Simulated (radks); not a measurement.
**Pd²⁶⁺ in [Ar] 3d2: an all-electron calculation**

What are the levels of the palladium ion Pd26+, how large are its shells, and how does its energy divide?

The numbers are computed with radks (a radial shooting solver on a logarithmic mesh, Libxc functionals) version 1 (Dirac Kohn-Sham, PBE, spin-unpolarised, spherical densities, finite nucleus; open shells fill j = l - 1/2 first), except any that are marked as measured or tabulated.

### Step 1. The system

```
element            : palladium (Z = 46)
charge             : +26
electrons          : 20
configuration      : [Ar] 3d2
nuclear rms radius : 4.5318 fm
```

### Step 2. Self-consistent calculation

Settings of this run:

```text
Z 46
configuration [Ar] 3d2 4s0 4p0
relativity Dirac
functional pbe,pbe
spin unpolarised
j_filling energy
nucleus finite rms 4.5318 fm
c 137.035999084
```

What does the calculation give?

The runs gave:

```
                        quantity                    value
                    total energy      -4612.02421 hartree
exchange-correlation share of it                   2.29 %
                            −T/E                   1.0489
          highest occupied level        3d3/2, -1326.3 eV
    most extended occupied level  3s1/2, <r> = 0.349 bohr
 radius at density 0.001 e/bohr³                1.01 bohr
    maxima of the radial density                        3
         ionisation energy, NIST         1366 (theory) eV
```

What this shows: The radial density shows 3 maxima for 3 occupied principal shells. −T/E is 1.049: with relativity the kinetic term as defined here no longer equals −E. The top level binds by 1326.3 eV, 97 % of the NIST ionisation energy of 1366 eV. Spin polarisation and multiplet splitting are left out.
